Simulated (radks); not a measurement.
# Li⁻ held by a Watson sphere

One table from this session's results is given with a row withheld; the runs are named, their logs left out.

The numbers are computed with radks (a radial shooting solver on a logarithmic mesh, Libxc functionals) version 1 (non-relativistic Kohn-Sham, LDA (Slater exchange, Perdew-Wang correlation), spin-polarised, spherical densities, point nucleus), except any that are marked as measured or tabulated.

## The system

* element: lithium (Z = 3)
* charge: -1
* electrons: 4
* configuration: [He] 2s2

Outer shells as boxes (Hund's rule):

Li⁻
```
[He] core
2s [↑↓]
```

Set-up of the first run:

Settings of this run:

```text
Z 3
configuration [He] 2s2
relativity non-relativistic
functional lda,pw
spin polarised
nucleus point
watson charge 1 radius 1.84 bohr
response adiabatic LDA kernel
```

Steps of the session up to this table: R = 1.84 bohr; R = 2.07 bohr; R = 3.4 bohr; R = 3.46 bohr; R = 3.6 bohr; R = 3.64 bohr; R = 3.66 bohr; R = 3.84 bohr.

One table of the session follows, with a row left open; its other results are not shown here.

```
R (bohr)  highest level (eV)  its <r> (bohr)  sum of <r²> (bohr²)  α (bohr³)
    1.84              -4.644           3.178                24.88      83.31
    2.07                   ?               ?                    ?          ?
     3.4              -3.893           3.732                33.53      136.3
    3.46              -3.862           3.754                33.92      139.1
     3.6              -3.791           3.805                34.82      145.9
    3.64              -3.771           3.820                35.08      147.9
    3.66              -3.761           3.827                35.21      148.9
    3.84              -3.671           3.892                36.39      158.2
```

Q: Estimate the row for R (bohr) = 2.07 from the others.

Worked estimate for «highest level (eV)». A straight line through the neighbours (1.84, -4.644) and (3.4, -3.893) gives -4.644 + (-3.893 + 4.644) × (2.07 − 1.84) / (3.4 − 1.84) = -4.533; a parabola fitted to 3 rows on both sides gives -4.540.

The run gave: highest level (eV): -4.553; its <r> (bohr): 3.249; sum of <r²> (bohr²): 25.88; α (bohr³): 88.31. In «highest level (eV)» the line misses by +0.020 and the parabola by +0.013.

In words: From R = 1.84 to 3.84 bohr the top level moves from -4.644 to -3.671 eV and its mean radius from 3.18 to 3.89 bohr. A wider sphere makes a shallower well, so the ion swells. Response by self-consistent Sternheimer equations with the Hartree and adiabatic LDA kernel.
